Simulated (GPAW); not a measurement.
Runs of GPAW 26.7.0 on Ge3Pd. Symmetry: Pm-3m, No. 221, cubic system. Conventional cell: a = 4.142 Å, b = 4.142 Å, c = 4.142 Å, α = 90.00°, β = 90.00°, γ = 90.00°. Around Pd (site symmetry m-3m) lie 12 Ge at 2.93 Å. Around Ge (site symmetry 4/mmm) lie 4 Pd at 2.93 Å and 8 Ge at 2.93 Å. The cell comes from a database or a generator and needn't be the stable form of this composition.

```tsv
task	level	potentials or basis	cell	optimizer	fmax	max steps	convergence	band path	gap on the mesh (eV)	pressure (GPa)	relaxed volume (Å³/atom)
single point	PBEsol	PAW data sets generated in the run's folder for this functional, pw	atoms moved at random, drawn with an rms of 0.05 Å	-	-	-	-	-	none	-4.6	-
relaxation of cell and atoms	PBEsol	PAW data sets generated in the run's folder for this functional, pw	relaxed	BFGS	0.02 eV/Å	60	density=1e-05 forces=0.0001	-	none	0.0	(a)
band structure	PBEsol	PAW data sets generated in the run's folder for this functional, pw	as given	-	-	-	-	GXMGRX,MR	-	-4.8	-
band structure	LDA	the program's PAW data sets (release 1.2.1) made for this functional, pw	as given	-	-	-	-	GXMGRX,MR	-	-7.1	-
relaxation of cell and atoms	PBEsol+D3	PAW data sets generated in the run's folder for this functional, pw	relaxed	BFGS	0.02 eV/Å	60	density=1e-05 forces=0.0001	-	none	-0.1	16.47
single point	PBEsol	PAW data sets generated in the run's folder for this functional, pw	as given	-	-	-	-	-	none	-4.8	-
relaxation of cell and atoms	PBEsol+D4	PAW data sets generated in the run's folder for this functional, pw	relaxed	BFGS	0.02 eV/Å	60	density=1e-05 forces=0.0001	-	none	-0.1	16.52
relaxation of cell and atoms	PBEsol+D3(BJ)+ATM	PAW data sets generated in the run's folder for this functional, pw	relaxed	BFGS	0.02 eV/Å	60	density=1e-05 forces=0.0001	-	none	-0.2	16.36
relaxation of cell and atoms	PBEsol+D3(BJ)	PAW data sets generated in the run's folder for this functional, pw	relaxed	BFGS	0.02 eV/Å	60	density=1e-05 forces=0.0001	-	none	-0.2	(b)
```

Alike in all rows: no spin polarisation; k mesh 7 × 7 × 7; cutoff (eV) 600; smearing fermi-dirac 0.05 eV.

Task: Estimate the missing entries.

Result: (a) 16.86; (b) 16.27.

Caveats: later steps reuse the first step's grids (some runs); pairwise dispersion overbinds metals, which lowers pressure and volume (some runs).

A k mesh can miss the band edges, and the runs leave out spin-orbit coupling on Ge, Pd.

A gap of «none» marks a metal or a gap under the smearing width.
